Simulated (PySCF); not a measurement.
# C2H8BNO: the cost of one run

The runs use PySCF 2.14.0, with density-fitted response routines of our own; the level of theory stands in each step. All values are computed, except where a source is named. Atoms are numbered from 0 throughout.

## Step 1: Starting geometry

13 atoms, charge 0, multiplicity 1; geometry from: GFN2-xTB. The atoms were then displaced at random by about 0.01 Å, so the start is not that level's minimum.

Bonds of the start (Å): C0–C1 1.35, C1–O2 1.35, O2–B3 1.38, B3–N4 1.74, C0–H5 1.04, C0–H6 1.10, C1–H7 1.08, B3–H8 1.18, B3–H9 1.20, N4–H10 1.02, N4–H11 1.02, N4–H12 1.00.

## Step 2: Geometry optimisation at PBE0-D3(BJ)/def2-SVP

Job settings and geometry (Å):

```
{"job": {"xc": "PBE0", "basis": "def2-SVP", "d3": "d3bj", "grid": 1, "shake": 0.01, "kind": "geom"}, "charge": 0, "multiplicity": 1}
C      2.494520    -0.009850     0.347810
C      1.279670    -0.440860    -0.037500
O      0.369490     0.299980    -0.708600
B     -0.917760    -0.154680    -0.896640
N     -1.789230     0.466190     0.474070
H      3.164550    -0.617100     0.855200
H      2.794950     1.020250     0.129040
H      1.006080    -1.457350     0.181730
H     -1.462830     0.399290    -1.790260
H     -1.123480    -1.337900    -0.803030
H     -2.779610     0.232250     0.462200
H     -1.651470     1.479020     0.466750
H     -1.379050     0.103860     1.308910
```

Run with:

```
OMP_NUM_THREADS=1 python probes_run.py task.json out
```

This one command runs all jobs of the session in turn.

**Question.** How long does this first job take on 1 thread of Intel Xeon Platinum 8259CL at 2.50GHz, shared host, and how much memory does it need?

About 34 s, with a peak of 0.45 GiB.
